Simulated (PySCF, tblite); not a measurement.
# C₅H₁₃AlP₂: geometry, infrared bands and NMR shifts

Aim: predict the infrared bands and NMR shifts of C₅H₁₃AlP₂ (`CC1=CC[P@+]([AlH3-])(P)C1`).

Programs: tblite 0.8.0 and PySCF 2.14.0, with density-fitted response routines of our own. Each step states its level of theory. These are calculated values for one molecule in the gas phase, unless marked as measured. Atoms count from 0, in the outputs and in this text.

## (1) Starting geometry

21 atoms, charge 0, multiplicity 1; geometry from: force field or distance geometry start.

Bonds of the start (Å): C0–C1 1.51, C1–C2 1.29, C2–C3 1.46, C3–P4 1.82, P4–Al5 2.23, P4–P6 2.16, P4–C7 1.81, C7–C1 1.48, C0–H8 1.09, C0–H9 1.11, C0–H10 1.13, C2–H11 1.12, C3–H12 1.10, C3–H13 1.11, Al5–H14 1.60, Al5–H15 1.59, Al5–H16 1.60, P6–H17 1.46, P6–H18 1.47, C7–H19 1.10, C7–H20 1.11.

## (2) Geometry optimisation with GFN2-xTB

The job: settings as JSON, then the geometry in Å.

```
{"job": {"kind": "relax", "xc": "GFN2-xTB", "basis": "xTB"}, "charge": 0, "multiplicity": 1}
C     -2.694200    -0.707900    -0.632300
C     -1.363700    -0.452700     0.025800
C     -1.222000     0.196100     1.135900
C      0.144700     0.351300     1.627000
P      1.013600     0.328600     0.023100
Al     3.166400    -0.229700     0.106400
P      0.572900     2.139600    -1.066700
C     -0.105200    -0.970700    -0.554000
H     -2.630500    -1.647100    -1.188000
H     -3.489800    -0.651800     0.132600
H     -2.903600     0.124800    -1.365900
H     -2.095300     0.638100     1.687400
H      0.349800     1.243300     2.231300
H      0.421800    -0.609100     2.106400
H      3.822400     0.358400     1.440800
H      4.051600     0.325700    -1.093100
H      3.291600    -1.818300     0.181400
H      0.448800     1.830300    -2.487900
H     -0.762500     2.575900    -0.623900
H     -0.131300    -1.083500    -1.651100
H      0.105600    -1.924300    -0.035700
```

Started as:

```sh
> OMP_NUM_THREADS=1 python probes_run.py task.json out
```

The driver reads the jobs from task.json and runs them one after another.

The program printed:

```text
step      E/eV     max force
  0    -636.24045    4.756
  1    -636.76675    3.043
  2    -637.21846    1.287
  3    -637.50961    0.780
  4    -637.63433    0.603
  5    -637.70223    0.519
  6    -637.74985    0.498
  7    -637.78872    0.387
  8    -637.81080    0.312
  9    -637.82980    0.308
 10    -637.84783    0.332
 11    -637.86404    0.359
 12    -637.88123    0.306
 13    -637.89812    0.291
 14    -637.91281    0.308
 15    -637.92452    0.270
 16    -637.93337    0.238
 17    -637.94105    0.194
 18    -637.94897    0.252
 19    -637.95669    0.253
 20    -637.96429    0.193
 21    -637.97242    0.205
 22    -637.98149    0.258
 23    -637.99057    0.277
 24    -637.99792    0.180
 25    -638.00339    0.136
 26    -638.00775    0.140
 27    -638.01155    0.183
 28    -638.01478    0.142
 29    -638.01741    0.109
 30    -638.01992    0.109
 31    -638.02326    0.162
 32    -638.02806    0.225
 33    -638.03329    0.207
 34    -638.03732    0.116
 35    -638.03999    0.095
 36    -638.04213    0.135
 37    -638.04484    0.158
 38    -638.04849    0.131
 39    -638.05237    0.146
 40    -638.05566    0.159
 41    -638.05859    0.167
 42    -638.06171    0.178
 43    -638.06497    0.162
 44    -638.06879    0.125
 45    -638.07159    0.095
 46    -638.07434    0.115
 47    -638.07746    0.161
 48    -638.08098    0.172
 49    -638.08426    0.138
 50    -638.08729    0.124
 51    -638.09024    0.139
 52    -638.09327    0.162
 53    -638.09609    0.163
 54    -638.09876    0.152
 55    -638.10074    0.109
 56    -638.10207    0.078
 57    -638.10375    0.102
 58    -638.10580    0.110
 59    -638.10870    0.133
 60    -638.11234    0.149
 61    -638.11600    0.136
 62    -638.11856    0.108
 63    -638.11989    0.241
 64    -638.12187    0.091
 65    -638.12341    0.070
 66    -638.12518    0.080
 67    -638.12655    0.098
 68    -638.12761    0.078
 69    -638.12882    0.078
 70    -638.12965    0.088
 71    -638.13074    0.082
 72    -638.13192    0.097
 73    -638.13348    0.100
 74    -638.13499    0.110
 75    -638.13694    0.105
 76    -638.13829    0.124
 77    -638.14119    0.136
 78    -638.14504    0.206
 79    -638.15066    0.216
 80    -638.15004    0.640
 81    -638.16016    0.157
 82    -638.16526    0.149
 83    -638.16603    0.618
 84    -638.17489    0.106
 85    -638.17792    0.093
 86    -638.17958    0.406
 87    -638.18366    0.125
 88    -638.18579    0.094
 89    -638.19225    0.129
 90    -638.19462    0.167
 91    -638.19769    0.150
 92    -638.20088    0.145
 93    -638.20335    0.143
 94    -638.20581    0.187
 95    -638.20949    0.176
 96    -638.21295    0.127
 97    -638.21622    0.143
 98    -638.21897    0.106
 99    -638.22183    0.119
100    -638.22446    0.117
101    -638.22695    0.115
102    -638.22979    0.115
103    -638.23182    0.096
104    -638.23354    0.090
105    -638.23487    0.097
106    -638.23624    0.100
107    -638.23730    0.065
108    -638.23820    0.070
109    -638.23894    0.068
110    -638.24002    0.063
111    -638.24111    0.074
112    -638.24317    0.095
113    -638.24578    0.108
114    -638.24850    0.115
115    -638.25036    0.086
116    -638.25154    0.079
117    -638.25263    0.077
118    -638.25429    0.096
119    -638.25629    0.096
120    -638.25817    0.076
121    -638.25949    0.085
122    -638.26041    0.100
123    -638.26111    0.109
124    -638.26172    0.066
125    -638.26231    0.113
126    -638.26301    0.078
127    -638.26410    0.072
128    -638.26503    0.065
129    -638.26586    0.068
130    -638.26654    0.066
131    -638.26716    0.058
132    -638.26780    0.049
133    -638.26844    0.052
134    -638.26904    0.051
135    -638.26954    0.063
136    -638.27001    0.057
137    -638.27042    0.051
138    -638.27073    0.032
139    -638.27092    0.028
140    -638.27115    0.031
141    -638.27137    0.035
142    -638.27164    0.031
143    -638.27192    0.036
144    -638.27219    0.036
145    -638.27243    0.025
146    -638.27264    0.026
147    -638.27285    0.026
148    -638.27307    0.031
149    -638.27332    0.042
150    -638.27359    0.044
151    -638.27389    0.038
152    -638.27421    0.036
153    -638.27452    0.039
154    -638.27476    0.037
155    -638.27494    0.027
156    -638.27509    0.028
157    -638.27525    0.026
158    -638.27541    0.022
159    -638.27554    0.025
160    -638.27565    0.023
161    -638.27575    0.022
162    -638.27585    0.017
163    -638.27593    0.015
164    -638.27599    0.014
165    -638.27603    0.014
166    -638.27608    0.015
167    -638.27613    0.015
168    -638.27618    0.012
169    -638.27621    0.010
170    -638.27624    0.008
```

Relaxation path: (not every step is listed)

| step | energy from step 0 (eV) | largest force (eV/Å) |
| --- | --- | --- |
| 0 | 0.0000 | 4.7562 |
| 1 | -0.5263 | 3.0431 |
| 2 | -0.9780 | 1.2866 |
| 3 | -1.2692 | 0.7801 |
| 4 | -1.3939 | 0.6026 |
| 5 | -1.4618 | 0.5191 |
| 6 | -1.5094 | 0.4976 |
| 7 | -1.5483 | 0.3868 |
| 8 | -1.5703 | 0.3123 |
| 23 | -1.7501 | 0.2775 |
| 38 | -1.8080 | 0.1306 |
| 53 | -1.8556 | 0.1634 |
| 68 | -1.8872 | 0.0779 |
| 83 | -1.9256 | 0.6175 |
| 98 | -1.9785 | 0.1057 |
| 113 | -2.0053 | 0.1078 |
| 128 | -2.0246 | 0.0653 |
| 143 | -2.0315 | 0.0361 |
| 158 | -2.0350 | 0.0221 |
| 165 | -2.0356 | 0.0139 |
| 166 | -2.0356 | 0.0147 |
| 167 | -2.0357 | 0.0146 |
| 168 | -2.0357 | 0.0122 |
| 169 | -2.0358 | 0.0100 |
| 170 | -2.0358 | 0.0081 |

Close pairs (by a distance rule), those that changed most:

| bond | before (Å) | after (Å) | change (Å) |
| --- | --- | --- | --- |
| P4–Al5 | 2.226 | 2.492 | +0.266 |
| P6–H18 | 1.473 | 1.395 | -0.078 |
| P6–H17 | 1.460 | 1.395 | -0.065 |
| C2–H11 | 1.123 | 1.079 | -0.045 |
| P4–C7 | 1.809 | 1.850 | +0.041 |
| C0–H10 | 1.129 | 1.090 | -0.040 |
| C2–C3 | 1.461 | 1.496 | +0.036 |
| C1–C2 | 1.294 | 1.324 | +0.031 |

The next job starts from the end point, and lists it.

## (3) Infrared spectrum with GFN2-xTB

The job: settings as JSON, then the geometry in Å.

```
{"job": {"kind": "ir", "xc": "GFN2-xTB", "basis": "xTB"}, "charge": 0, "multiplicity": 1}
C     -2.750608    -1.184100    -0.243916
C     -1.438833    -0.546194     0.068119
C     -1.100287     0.031674     1.210670
C      0.285289     0.585588     1.319263
P      0.958075     0.570158    -0.400799
Al     3.064119    -0.570129     0.287642
P      0.170561     2.471026    -1.098847
C     -0.366575    -0.578732    -0.989903
H     -2.605859    -2.231524    -0.505977
H     -3.422270    -1.123440     0.607642
H     -3.215593    -0.688484    -1.095664
H     -1.757229     0.096685     2.063993
H      0.304765     1.593400     1.745665
H      0.924352    -0.054584     1.945783
H      3.445571     0.504587     1.374124
H      3.849027    -0.632055    -1.063936
H      2.299336    -1.856785     0.782403
H      1.271123     3.164549    -0.595308
H      0.765797     2.329979    -2.353071
H     -0.740082    -0.277297    -1.973397
H      0.050401    -1.587378    -1.084955
```

The program printed:

```text
mode    cm-1     km/mol
  1      19.9      1.75
  2      52.0      0.09
  3      78.1      0.83
  4     122.5      0.69
  5     134.7      6.71
  6     141.2      2.75
  7     164.1      0.92
  8     186.7      0.75
  9     241.6      0.53
 10     255.0      1.03
 11     312.9      0.81
 12     362.6      2.17
 13     395.9      2.30
 14     408.4      1.92
 15     461.3      4.64
 16     505.2      0.52
 17     588.5      2.15
 18     713.2    640.05
 19     716.6     88.09
 20     729.8     16.11
 21     735.1    208.10
 22     753.7    209.31
 23     760.0    152.98
 24     765.9    161.45
 25     777.9     17.51
 26     824.3      2.41
 27     858.7      1.73
 28     881.0      2.92
 29     982.1      0.35
 30    1006.5      9.99
 31    1047.4     10.17
 32    1066.7      2.53
 33    1097.5      2.07
 34    1109.7      6.31
 35    1151.5      5.97
 36    1201.2     11.00
 37    1218.6     11.99
 38    1277.8     16.62
 39    1399.3      7.78
 40    1407.9      3.49
 41    1415.9      5.67
 42    1472.5      6.36
 43    1477.0      6.18
 44    1637.0    228.80
 45    1644.1    243.32
 46    1696.4    323.70
 47    1731.7     11.35
 48    2249.3     53.49
 49    2305.2     87.82
 50    2851.6     16.05
 51    2911.8     11.54
 52    2927.2     13.72
 53    2935.1     12.99
 54    3003.5     18.88
 55    3017.4     21.34
 56    3054.4     20.13
 57    3091.2     34.55
```

Which atoms move in the most intense modes:

| cm⁻¹ | km/mol | atoms |
| --- | --- | --- |
| 713 | 640.0 | H16 21 %, H18 19 %, H14 19 %, H15 15 % |
| 735 | 208.1 | H18 24 %, H17 18 % |
| 754 | 209.3 | H15 51 %, H14 32 % |
| 760 | 153.0 | H16 26 %, C7 19 %, H14 16 % |
| 766 | 161.4 | H16 31 %, C7 16 %, H14 11 %, P4 10 % |
| 1637 | 228.8 | H16 96 % |
| 1644 | 243.3 | H14 95 % |
| 1696 | 323.7 | H15 95 % |

## (4) NMR shieldings: PBE0/pcSseg-1

Settings changed since step 3:

```diff
@@ -1,2 +1,2 @@
-{"job": {"kind": "ir", "xc": "GFN2-xTB", "basis": "xTB"}, "charge": 0, "multiplicity": 1}
+{"job": {"kind": "nmr", "xc": "PBE0", "basis": "pcSseg-1"}, "charge": 0, "multiplicity": 1}
 C     -2.750608    -1.184100    -0.243916
```

With the program's defaults for keys left out, this is: GIAO PBE0/pcSseg-1 NMR shielding, non-relativistic, gas phase.

The program printed:

```text
coarse grid: 18368 points
cycle   1  E = -1122.6887443116  dE =  7.767e-01  |g| = 3.946e-01  |ddm| = 4.177e+00
cycle   2  E = -1122.6865748348  dE =  2.169e-03  |g| = 4.163e-01  |ddm| = 8.844e-01
cycle   3  E = -1122.7329100210  dE = -4.634e-02  |g| = 5.994e-02  |ddm| = 5.555e-01
cycle   4  E = -1122.7338300466  dE = -9.200e-04  |g| = 2.418e-02  |ddm| = 1.084e-01
cycle   5  E = -1122.7339621577  dE = -1.321e-04  |g| = 8.993e-03  |ddm| = 3.014e-02
cycle   6  E = -1122.7339805516  dE = -1.839e-05  |g| = 3.706e-03  |ddm| = 1.211e-02
cycle   7  E = -1122.7339839482  dE = -3.397e-06  |g| = 3.759e-04  |ddm| = 3.464e-03
final grid: 161624 points
cycle   8  E = -1122.7821985883  dE = -3.426e-05  |g| = 7.699e-03  |ddm| = 3.639e-02
cycle   9  E = -1122.7821905030  dE =  8.085e-06  |g| = 9.454e-03  |ddm| = 1.786e-02
cycle  10  E = -1122.7822143555  dE = -2.385e-05  |g| = 7.249e-04  |ddm| = 1.106e-02
cycle  11  E = -1122.7822144853  dE = -1.298e-07  |g| = 2.044e-04  |ddm| = 1.126e-03
cycle  12  E = -1122.7822144932  dE = -7.889e-09  |g| = 9.395e-05  |ddm| = 2.461e-04
cycle  13  E = -1122.7822144954  dE = -2.164e-09  |g| = 3.107e-05  |ddm| = 1.277e-04
cycle  14  E = -1122.7822144956  dE = -2.510e-10  |g| = 3.855e-06  |ddm| = 3.443e-05
converged SCF energy = -1122.7822144956

GIAO shielding tensors (ppm)
atom      isotropic    diamagn.    paramagn.     s11        s22        s33       span
  0 C      165.639     243.633     -77.994    149.354    158.969    188.594     39.240
  1 C       40.424     264.472    -224.048    -66.738     58.690    129.321    196.059
  2 C       55.602     255.080    -199.478    -39.956     79.112    127.651    167.606
  3 C      142.385     257.174    -114.789    115.440    144.339    167.375     51.935
  4 P      376.359     970.289    -593.930    298.224    387.530    443.325    145.101
  5 Al     421.946     795.271    -373.325    404.389    426.470    434.979     30.591
  6 P      548.738     967.413    -418.676    470.164    574.116    601.933    131.770
  7 C      145.116     256.002    -110.886    121.125    143.429    170.796     49.670
  8 H       29.898      27.795       2.103     25.483     27.953     36.259     10.776
  9 H       29.428      28.112       1.316     24.664     28.045     35.576     10.912
 10 H       29.927      27.923       2.004     25.508     28.515     35.759     10.251
 11 H       25.955      33.483      -7.528     23.166     26.571     28.128      4.962
 12 H       29.304      33.363      -4.059     25.564     27.393     34.956      9.392
 13 H       28.081      33.188      -5.107     22.972     27.279     33.991     11.019
 14 H       27.628      29.555      -1.927     24.140     26.972     31.771      7.630
 15 H       27.518      29.141      -1.623     23.940     26.015     32.599      8.659
 16 H       27.572      30.198      -2.626     23.896     27.640     31.179      7.283
 17 H       29.281      30.064      -0.782     23.409     26.719     37.717     14.308
 18 H       29.281      29.948      -0.668     23.649     26.580     37.612     13.963
 19 H       29.824      34.116      -4.292     25.502     29.081     34.888      9.385
 20 H       28.632      33.219      -4.587     23.670     27.639     34.587     10.917
```

It took 3 min on 1 thread, shared host.

Shifts follow as δ = σ(reference) − σ, with reference shieldings (ppm) from runs at the same level and on the same kind of geometry: 1H TMS 31.72, 13C TMS 186.9, 31P H3PO4 318.4, 27Al AlH4- 490.0. The references are single molecules in the gas phase, so shifts against H2O, NH3, PH3, H3PO4 or CFCl3 are not on the usual liquid scales and can be off by tens of ppm. Shifts against hydride references such as AlH4− lie on their own scale. Atoms listed in one row are averaged.

| atoms | environment | σ (ppm) | δ (ppm) |
| --- | --- | --- | --- |
| C1 | fully substituted alkene carbon | 40.4 | 146.5 |
| C2 | alkene CH | 55.6 | 131.3 |
| C3 | allylic sp3 CH2 bonded to P | 142.4 | 44.5 |
| C7 | allylic sp3 CH2 bonded to P | 145.1 | 41.8 |
| C0 | allylic methyl carbon | 165.6 | 21.3 |
| H11 | hydrogen on an alkene CH | 25.95 | 5.76 |
| H14, H15, H16 | hydrogen on an aluminium bonded to P | 27.57 | 4.14 |
| H13 | hydrogen on an allylic sp3 CH2 bonded to P | 28.08 | 3.64 |
| H20 | hydrogen on an allylic sp3 CH2 bonded to P | 28.63 | 3.08 |
| H17, H18 | hydrogen on a phosphorus bonded to P | 29.28 | 2.44 |
| H12 | hydrogen on an allylic sp3 CH2 bonded to P | 29.30 | 2.41 |
| H8, H9, H10 | hydrogen on an allylic methyl carbon | 29.75 | 1.97 |
| H19 | hydrogen on an allylic sp3 CH2 bonded to P | 29.82 | 1.89 |
| P4 | phosphorus bonded to 2 C, Al, P, in a 5-membered ring | 376.4 | -58.0 |
| P6 | phosphorus bonded to P, 2 H | 548.7 | -230.4 |
| Al5 | aluminium bonded to P, 3 H | 421.9 | 68.0 |

Charges from the same density, by scheme (e):

| atoms | Mulliken | IAO | Hirshfeld | ESP fit |
| --- | --- | --- | --- | --- |
| C0 | -0.13 | -0.42 | -0.11 | -0.73 |
| C1 | -0.37 | 0.02 | 0.01 | 0.30 |
| C2 | -0.02 | -0.17 | -0.06 | -0.37 |
| C3 | -0.36 | -0.43 | -0.11 | -0.05 |
| P4 | -0.05 | 0.51 | 0.23 | -0.08 |
| Al5 | 0.62 | 0.29 | 0.25 | 0.67 |
| P6 | 0.03 | 0.04 | 0.08 | -0.21 |
| C7 | -0.30 | -0.44 | -0.11 | -0.12 |

Mayer bond orders: C0–C1 1.07, C1–C2 1.85, C2–C3 1.02, C3–P4 0.94, P4–Al5 0.33, P4–P6 1.01, P4–C7 0.94, C7–C1 1.02.

Ring of atoms C1, C2, C3, P4, C7: NICS(0) -3.4, NICS(1) -3.4, NICS(1)zz -3.4 ppm (means of both faces).

Orbitals, density, ELF and potential are computed afterwards from the orbital file.

Frontier orbitals at PBE0/pcSseg-1, with the share of their density that lies nearest to each atom:

| orbital | energy (eV) | lies on |
| --- | --- | --- |
| HOMO | -7.31 | C1, C2 about 20 % each; H15 18 %; P6 6 % |
| LUMO | -0.98 | P4, P6 about 29 % each; Al5 10 %; H16, H17, H18 about 6 % each |

ELF in a plane through or near 6 of the atoms.

Ten even steps from ' ' (0.00) to '@' (1.00):
```
                                                        
                                                        
                    ::..                                
                ..##@@@@++..                            
                ==@@@@@@@@==....                        
                ::%%@@@@%%--..                          
                  ..--==::..            ::--::          
                ..::--==--....==++    ::@@@@@@**        
                ==%%%%--++****##**..  **@@@@@@%%        
          ......++@@%%::**@@==--**--::++%%@@##--        
        --==--....**%%**==++++++##====**%%%%++..        
        ----  ****  --..    ----......##@@@@%%::        
        ::::  %%##..%%++              ++@@@@##..        
        ....    --@@@@@@%%              ::::..          
            ..++@@@@@@@@@@++                            
              ==@@@@@@@@@@--                            
                --##%%**::                              
                                                        
                                                        
                                                        
```
The map spans 12.4 Å across and 11.3 Å up, centred on the molecule. Atoms in the plane (x, y in Å): Al5 (-2.8, -1.3), C7 (0.6, 0.2), H8 (3.2, -0.9), H10 (3.3, 0.8), H16 (-1.7, -2.4), H18 (-1.3, 3.0).

log10 of the density (e/Å³) in the same plane.

Ten even steps from '0' (-4.0) to '9' (1.1):
```
0000000000000000000000000000
0000000001121110000000000000
0000000123333322100000000000
0000001234555433200000000000
0000001345776543210000000000
0000002345776544321111100000
0000012345666554432333321000
0000112345666666544455542000
0001233456777777755677653100
0012344566777789866777653200
0123556666666777777787653200
0124567996655566666787653100
0123557997655444444566542100
0023455677765433333344321000
0012344567765321111122110000
0000223455554321000000000000
0000012233433210000000000000
0000000112221000000000000000
0000000000000000000000000000
0000000000000000000000000000
```
The map spans 12.4 Å across and 11.3 Å up, centred on the molecule. Atoms in the plane (x, y in Å): Al5 (-2.8, -1.3), C7 (0.6, 0.2), H8 (3.2, -0.9), H10 (3.3, 0.8), H16 (-1.7, -2.4), H18 (-1.3, 3.0).

On the surface of density 0.002 e/bohr³ the electrostatic potential runs, from the 1st to the 99th percentile, from -1.21 to 1.34 V.

## (5) What came out

| quantity | value |
| --- | --- |
| strongest single infrared mode (GFN2-xTB) | 713 cm⁻¹, 640 km/mol |
| zero-point energy (GFN2-xTB) | 94.8 kcal/mol |
| 13C shifts against TMS (PBE0/pcSseg-1) | 146.5, 131.3, 44.5, 41.8, 21.3 ppm |
| 1H shifts against TMS (PBE0/pcSseg-1, means over atoms taken as alike) | 5.76, 4.14, 3.64, 3.08, 2.44, 2.41, 1.97, 1.89 ppm |
| 31P shifts against H3PO4 (PBE0/pcSseg-1) | -58.0, -230.4 ppm |
| 27Al shifts against AlH4- (PBE0/pcSseg-1) | 68.0 ppm |
| surface potential, 1st and 99th percentile | -1.21 V and 1.34 V |

What this shows: Relaxing lowered the energy by 2.036 eV in 170 steps; the close pair that moved most is P4–Al5, from 2.226 to 2.492 Å. All 57 modes are real, so the xTB geometry is a minimum. Unscaled tight-binding wavenumbers are off by several per cent, some by more. Its intensities can rank the bands wrongly. The most deshielded hydrogen is H11 (hydrogen on an alkene CH), at 5.76 ppm: a vinylic proton, deshielded by the sp2 carbon and the C=C anisotropy. At PBE0/pcSseg-1: The largest span, 196 ppm, is at C1, where the paramagnetic term is -224 ppm. By nearest atom (PBE0/pcSseg-1), the HOMO sits on C1, C2 about 20 % each; H15 18 % and the LUMO on P4, P6 about 29 % each; Al5 10 %.
